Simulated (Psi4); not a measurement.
**Si3NH9 (trisilylamine): PBE0/6-31G(d) (spherical functions)**

What is the energy change on altering one bond length of Si3NH9 (trisilylamine) at PBE0/6-31G* (spherical functions)? 

Program for the calculation: Psi4 1.11.

1 further run of the same task is left out (set aside as unsound or not needed).

## (1) Starting point

Si3NH9: 13 atoms, total charge 0, spin state singlet. SMILES: `[SiH3]N([SiH3])[SiH3]`. The coordinates come from a PBE0-D4/def2-TZVP relaxation.

Bond lengths: Si1–N2 1.735 Å, N2–Si3 1.735 Å, N2–Si4 1.735 Å, Si1–H5 1.488 Å, Si1–H6 1.487 Å, Si1–H7 1.487 Å, Si3–H8 1.487 Å, Si3–H9 1.487 Å, Si3–H10 1.488 Å, Si4–H11 1.487 Å, Si4–H12 1.488 Å, Si4–H13 1.487 Å. Some angles: Si1–N2–Si3 120.0°, Si1–N2–Si4 120.0°, Si3–N2–Si4 120.0°, N2–Si1–H5 107.2°, N2–Si1–H6 111.4°, N2–Si1–H7 111.4°, N2–Si3–H8 111.4°, N2–Si3–H9 111.4°, N2–Si3–H10 107.2°, N2–Si4–H11 111.4°.

## (2) Energy and gradient at PBE0/6-31G(d) (spherical functions)

input.inp reads:

```
memory 1600 MB

molecule m {
  0 1
  Si
  N 1 R2
  Si 2 R3 1 A3
  Si 2 R4 3 A4 1 D4
  H 1 R5 2 A5 4 D5
  H 1 R6 5 A6 2 D6
  H 1 R7 6 A7 5 D7
  H 3 R8 2 A8 4 D8
  H 3 R9 8 A9 2 D9
  H 3 R10 9 A10 8 D10
  H 4 R11 2 A11 3 D11
  H 4 R12 11 A12 2 D12
  H 4 R13 11 A13 12 D13

  R2 = 1.735297
  R3 = 1.735288
  A3 = 119.99753
  R4 = 1.735265
  A4 = 119.99654
  D4 = 179.92194
  R5 = 1.487765
  A5 = 107.22044
  D5 = 0.05209
  R6 = 1.486804
  A6 = 109.25685
  D6 = -120.90614
  R7 = 1.486794
  A7 = 108.19283
  D7 = 118.85515
  R8 = 1.486807
  A8 = 111.43527
  D8 = -60.45748
  R9 = 1.486783
  A9 = 108.20338
  D9 = -122.85047
  R10 = 1.487794
  A10 = 109.2509
  D10 = 118.85901
  R11 = 1.486765
  A11 = 111.44436
  D11 = 119.48796
  R12 = 1.487772
  A12 = 109.2631
  D12 = 118.31194
  R13 = 1.486787
  A13 = 108.16928
  D13 = 118.86133
  symmetry c1
  no_reorient
  no_com
}

set globals {
  basis                6-31G*
  puream               true
  e_convergence        1e-09
  d_convergence        1e-08
  scf_type             pk
  dft_radial_points    99
  dft_spherical_points 590
}

energy_value = gradient("pbe0")
```

Launch:

```sh
$ psi4 input.inp input.out -n 1
```

input.out, shortened:

```text
[...]
  Running in c1 symmetry.
[...]
  Nuclear repulsion =  292.486279572753631
[...]
  Multiplicity = 1
[...]
  Nalpha       = 29
  Nbeta        = 29
[...]
    Number of basis functions: 86
[...]
   @RKS iter   1:  -927.91865430552298   -2.49040e-01   8.56038e-03 DIIS/ADIIS
[...]
   @RKS iter   9:  -928.17850216157933   -3.63798e-12   5.34838e-09 DIIS
[...]
    Orbital Energies [Eh]
    ---------------------
    Doubly Occupied:
       1A    -66.258064     2A    -66.258060     3A    -66.258054
       4A    -14.379792     5A     -5.342287     6A     -5.342282
       7A     -5.342272     8A     -3.676398     9A     -3.676389
      10A     -3.676383    11A     -3.675234    12A     -3.675228
      13A     -3.675223    14A     -3.674682    15A     -3.674673
      16A     -3.674668    17A     -0.866974    18A     -0.576187
      19A     -0.576180    20A     -0.513722    21A     -0.418490
      22A     -0.418483    23A     -0.405740    24A     -0.357747
      25A     -0.357721    26A     -0.352747    27A     -0.352737
      28A     -0.344733    29A     -0.274521
[...]
  @RKS Final Energy:  -928.17850216157933
   => Energetics <=
    Nuclear Repulsion Energy =            292.4862795727536309
    One-Electron Energy =               -1866.2307429220309132
    Two-Electron Energy =                 700.5086882979312577
    DFT Exchange-Correlation Energy =     -54.9427271102332284
    Empirical Dispersion Energy =           0.0000000000000000
    VV10 Nonlocal Energy =                  0.0000000000000000
    Total Energy =                       -928.1785021615793312
[...]
 Multipole Moments:
 ------------------------------------------------------------------------------------
     Multipole            Electronic (a.u.)      Nuclear  (a.u.)        Total (a.u.)
 ------------------------------------------------------------------------------------
 L = 1.  Multiply by 2.5417464519 to convert [e a0] to [Debye]
 Dipole X            :          0.0022342           -0.0024079           -0.0001737
 Dipole Y            :         -0.0003894            0.0001678           -0.0002216
 Dipole Z            :          0.0008906           -0.0005899            0.0003006
 Magnitude           :                                                    0.0004119
[...]
  -Total Gradient:
     Atom            X                  Y                   Z
    ------   -----------------  -----------------  -----------------
       1       -0.000013847151    -0.000043025543     0.003727487611
       2        0.000004366328     0.000015031437    -0.000006172199
       3       -0.000006783025     0.003261176910    -0.001809287085
       4        0.000003917913    -0.003237552735    -0.001874546049
       5        0.000001790102    -0.000710407286     0.000828026570
       6       -0.000835898521     0.000442693714     0.001157256461
       7        0.000841651556     0.000444129485     0.001165170627
       8       -0.000829222613     0.000782819494    -0.000967401221
       9        0.000839086585     0.000787479732    -0.000977045221
      10       -0.000004558473     0.001067202338     0.000194338645
      11       -0.000861886065    -0.001224889196    -0.000204699737
      12        0.000004211636    -0.000362567739    -0.001024398004
[...]
```

It took 29 s on 1 thread of Intel Xeon 6975P-C (Granite Rapids), shared host; peak memory 0.86 GiB.

## (3) The distorted shape: a single-point energy at PBE0/6-31G(d) (spherical functions)

h9nsi3.py reads:

```python
import psi4

psi4.set_memory(1600000000)
psi4.set_num_threads(1)
psi4.core.set_output_file('h9nsi3.out', False)

geom = psi4.geometry("""
0 1
Si
N 1 1.735297
Si 2 1.735288 1 119.99753
Si 2 1.735265 3 119.99654 1 179.92194
H 1 2.2316 2 107.22043 4 0.05209
H 1 1.486804 2 111.43964 4 119.56784
H 1 1.486794 6 108.19283 2 -122.8444
H 3 1.486807 2 111.43527 4 -60.45748
H 3 1.486783 8 108.20338 2 -122.85047
H 3 1.487794 9 109.2509 8 118.85901
H 4 1.486765 2 111.44436 3 119.48796
H 4 1.487772 11 109.2631 2 118.31194
H 4 1.486787 11 108.16928 12 118.86133
units angstrom
symmetry c1
no_reorient
no_com
""")

psi4.set_options({
    'puream': True,
    'e_convergence': 1e-09,
    'd_convergence': 1e-08,
    'scf_type': 'pk',
    'dft_radial_points': 99,
    'dft_spherical_points': 590,
})

energy_value, wavefunction = psi4.energy('pbe0/6-31G*', return_wfn=True)
psi4.oeprop(wavefunction, 'MAYER_INDICES', 'WIBERG_LOWDIN_INDICES', 'QUADRUPOLE')
print(f'pbe0/6-31G* energy: {energy_value:.10f} Eh')
```

Launch:

```sh
$ python h9nsi3.py
```

h9nsi3.out, shortened:

```text
[...]
  Running in c1 symmetry.
[...]
  Nuclear repulsion =  289.967816544170944
[...]
  Multiplicity = 1
[...]
  Nalpha       = 29
  Nbeta        = 29
[...]
    Number of basis functions: 86
[...]
   @RKS iter   1:  -927.82624527781741   -2.97684e-01   8.73837e-03 DIIS/ADIIS
[...]
   @RKS iter  11:  -928.10579720070325    5.68434e-13   3.80996e-09 DIIS
[...]
  @RKS Final Energy:  -928.10579720070325
   => Energetics <=
    Nuclear Repulsion Energy =            289.9678165441709439
    One-Electron Energy =               -1860.6190863171352703
    Two-Electron Energy =                 697.3930387919546092
    DFT Exchange-Correlation Energy =     -54.8475662196935474
    Empirical Dispersion Energy =           0.0000000000000000
    VV10 Nonlocal Energy =                  0.0000000000000000
    Total Energy =                       -928.1057972007032504
[...]
 Multipole Moments:
 ------------------------------------------------------------------------------------
     Multipole            Electronic (a.u.)      Nuclear  (a.u.)        Total (a.u.)
 ------------------------------------------------------------------------------------
 L = 1.  Multiply by 2.5417464519 to convert [e a0] to [Debye]
 Dipole X            :          0.0026598           -0.0026843           -0.0000245
 Dipole Y            :         -1.0603033            0.6093530           -0.4509503
 Dipole Z            :          0.4052467           -0.1894020            0.2158447
 Magnitude           :                                                    0.4999451
 L = 2.  Multiply by 1.3450342976 to convert [e a0^2] to [Debye ang]
 Quadrupole XX       :        -69.9011402           31.0743701          -38.8267701
 Quadrupole XY       :          0.1974993           -0.1992618           -0.0017625
[...]
```

On the terminal:

```text
pbe0/6-31G* energy: -928.1057972007 Eh
```

Run time: 23 s. Hardware: 1 thread of Intel Xeon 6975P-C (Granite Rapids), shared host; peak memory 1.1 GiB.

## (4) What came out

At PBE0/6-31G* (spherical functions):

```
                                                          quantity          value
                                         first shape: total energy  -928.17850 Eh
                                        first shape: dipole moment         0.00 D
                                          first shape: HOMO energy       -7.47 eV
                                          first shape: LUMO energy       -0.02 eV
                                        first shape: HOMO–LUMO gap        7.45 eV
                             first shape: largest force on an atom     0.192 eV/Å
                                     distorted shape: total energy  -928.10580 Eh
                                    distorted shape: dipole moment         1.27 D
                                      distorted shape: HOMO energy       -7.69 eV
                                      distorted shape: LUMO energy       -1.11 eV
                                    distorted shape: HOMO–LUMO gap        6.58 eV
energy change with the Si1–H5 bond stretched from 1.488 to 2.232 Å       1.978 eV
```

What this shows: With the Si1–H5 bond stretched from 1.488 to 2.232 Å the energy rises by 1.98 eV (191 kJ/mol). The first shape isn't relaxed at this level, so the change isn't measured from a minimum.
